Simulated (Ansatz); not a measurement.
# Gd (Gadolinium): the cost of one run

Method: DFT r²SCAN, with the methods named in each step, in Ansatz 0.2.0.

## (1) The structure to begin with

It takes space group P6_3/mmc (No. 194, hexagonal). The conventional cell has a = 3.636 Å, b = 3.636 Å, c = 5.783 Å, α = 90.00°, β = 90.00°, γ = 120.00°. Gd (site symmetry -6m2) is surrounded by 12 Gd at 3.57 to 3.64 Å.

Coordinates:

```cif
data_structure
_symmetry_space_group_name_H-M 'P6_3/mmc'
_symmetry_Int_Tables_number 194
_cell_length_a 3.6360
_cell_length_b 3.6360
_cell_length_c 5.7826
_cell_angle_alpha 90.000
_cell_angle_beta 90.000
_cell_angle_gamma 120.000
_cell_volume 66.21
loop_
_atom_site_label
_atom_site_type_symbol
_atom_site_symmetry_multiplicity
_atom_site_Wyckoff_symbol
_atom_site_fract_x
_atom_site_fract_y
_atom_site_fract_z
_atom_site_occupancy
Gd1 Gd 2 c 0.33333 0.66667 0.25000 1
```

The file gives the conventional cell by its symmetry; the runs use the cell typed in the input.

In patterns such as +-, the signs follow the magnetic atoms in the order of the input.

Atoms are numbered in the order of the input: Gd1, Gd2, Gd3, Gd4.

## (2) Parallel moments, PAW

input.yaml reads:

```yaml
crystal:
  lattice:
    - [3.636, 0.0, 0.0]
    - [0.0, 6.2977367364, 0.0]
    - [1.818, 3.1488683682, 5.7826]
  atoms:
    - { symbol: Gd, position: [0.875, 0.2083333334, 0.25], spin: 7.0 }
    - { symbol: Gd, position: [0.375, 0.7083333334, 0.25], spin: 7.0 }
    - { symbol: Gd, position: [0.125, 0.7916666666, 0.75], spin: 7.0 }
    - { symbol: Gd, position: [0.625, 0.2916666666, 0.75], spin: 7.0 }
magnetization:
  spin_polarized: true
kpoints:
  mp_grid: { grid: [8, 8, 8] }
scf:
  occupations: { method: fermi_dirac, width: 0.05 }
hamiltonian:
  xc: r2scan
  pseudopotentials: { kind: paw }
output:
  forces: true
  stress: true
  eigenvalues: true
  populations: true
  write_density: true
  write_potential: true
  elf: true
  volumetric_format: npy
```

Launch:

```
$ ansatz run input.yaml --threads 2 --pin off --max-ram 6144MiB --backend cpu --events-out ev --progress --plain --runs-dir out
```

**Question.** How long does this run take on 2 threads of Arm Neoverse V2, shared host, and how much memory does it need?

About 3.7 min, with a peak of 1.6 GiB.
